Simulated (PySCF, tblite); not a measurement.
# C₇H₉FO: geometry, infrared bands and NMR shifts

What infrared bands and NMR shifts should C₇H₉FO (`C=C/C(=C\CC)C(=O)F`) show?

Computed with tblite 0.8.0 and PySCF 2.14.0, with density-fitted response routines of our own, on a single molecule in the gas phase. Atoms are numbered from 0 throughout.

### 1 The molecule as given

18 atoms, charge 0, multiplicity 1; geometry from: force field or distance geometry start.

Bonds of the start (Å): C0–C1 1.30, C1–C2 1.44, C2–C3 1.34, C3–C4 1.47, C4–C5 1.54, C2–C6 1.48, C6–O7 1.26, C6–F8 1.36, C0–H9 1.11, C0–H10 1.08, C1–H11 1.11, C3–H12 1.09, C4–H13 1.12, C4–H14 1.07, C5–H15 1.10, C5–H16 1.10, C5–H17 1.11.

### 2 Optimising the geometry with GFN2-xTB

The job: settings as JSON, then the geometry in Å.

```
{"job": {"kind": "relax", "xc": "GFN2-xTB", "basis": "xTB"}, "charge": 0, "multiplicity": 1}
C     -1.757100     0.200000     1.939600
C     -0.994600    -0.173100     0.949900
C     -0.710500     0.553300    -0.257000
C      0.093500     0.085700    -1.216400
C      0.797800    -1.204000    -1.142300
C      2.279100    -0.804100    -1.245200
C     -1.304500     1.874900    -0.566800
O     -2.085300     2.474200     0.219100
F     -1.021500     2.532600    -1.725600
H     -1.871900    -0.474200     2.809600
H     -2.329700     1.109100     2.006600
H     -0.508600    -1.162500     1.100700
H      0.262200     0.680900    -2.112400
H      0.578300    -1.854400    -2.033500
H      0.718100    -1.796200    -0.260500
H      2.944800    -1.673900    -1.341600
H      2.419000    -0.115100    -2.094500
H      2.482300    -0.246900    -0.306000
```

Launch:

```sh
$ OMP_NUM_THREADS=1 python probes_run.py task.json out
```

The driver reads the jobs from task.json and runs them one after another.

**Question.** This job is followed by: GFN2-xTB harmonic vibrations, gas phase; GIAO PBE0/pcSseg-1 NMR shielding, non-relativistic, gas phase. Predict these results of the whole session: strongest single infrared mode (GFN2-xTB); zero-point energy (GFN2-xTB); 13C shifts against TMS (PBE0/pcSseg-1); 1H shifts against TMS (PBE0/pcSseg-1, means over atoms taken as alike); 17O shifts against H2O (PBE0/pcSseg-1); 19F shifts against CFCl3 (PBE0/pcSseg-1); surface potential, 1st and 99th percentile.

**Answer**, as computed:

| quantity | value |
| --- | --- |
| strongest single infrared mode (GFN2-xTB) | 1829 cm⁻¹, 469 km/mol |
| zero-point energy (GFN2-xTB) | 88.2 kcal/mol |
| 13C shifts against TMS (PBE0/pcSseg-1) | 166.0, 162.7, 132.2, 130.2, 127.1, 27.3, 15.2 ppm |
| 1H shifts against TMS (PBE0/pcSseg-1, means over atoms taken as alike) | 7.56, 7.28, 6.80, 5.88, 2.53, 1.16 ppm |
| 17O shifts against H2O (PBE0/pcSseg-1) | 437.7 ppm |
| 19F shifts against CFCl3 (PBE0/pcSseg-1) | 27.8 ppm |
| surface potential, 1st and 99th percentile | -1.44 V and 1.11 V |

What this shows: The optimisation took 54 steps and gained 0.611 eV; among the close pairs (by a distance rule), C6–O7 changed most, from 1.260 to 1.184 Å. The lowest mode is imaginary (50i cm⁻¹), so the xTB geometry is not a minimum. The strongest single mode, at 1829 cm⁻¹, moves mainly C6 and O7. GFN2-xTB is a fitted tight-binding method: band positions and strengths are rough. Its intensities can rank the bands wrongly. H12 (hydrogen on a β carbon of a C=C–C=O unit) lies farthest downfield among hydrogen, at 7.56 ppm; attached to an sp2 carbon and in the plane of the double bond. At PBE0/pcSseg-1: Shielding is most anisotropic at O7 (span 592 ppm, paramagnetic term -503 ppm). By nearest atom (PBE0/pcSseg-1), the HOMO sits on C0 28 %; C1, C3 about 18 % each and the LUMO on C3 31 %; C2, C6 about 14 % each.
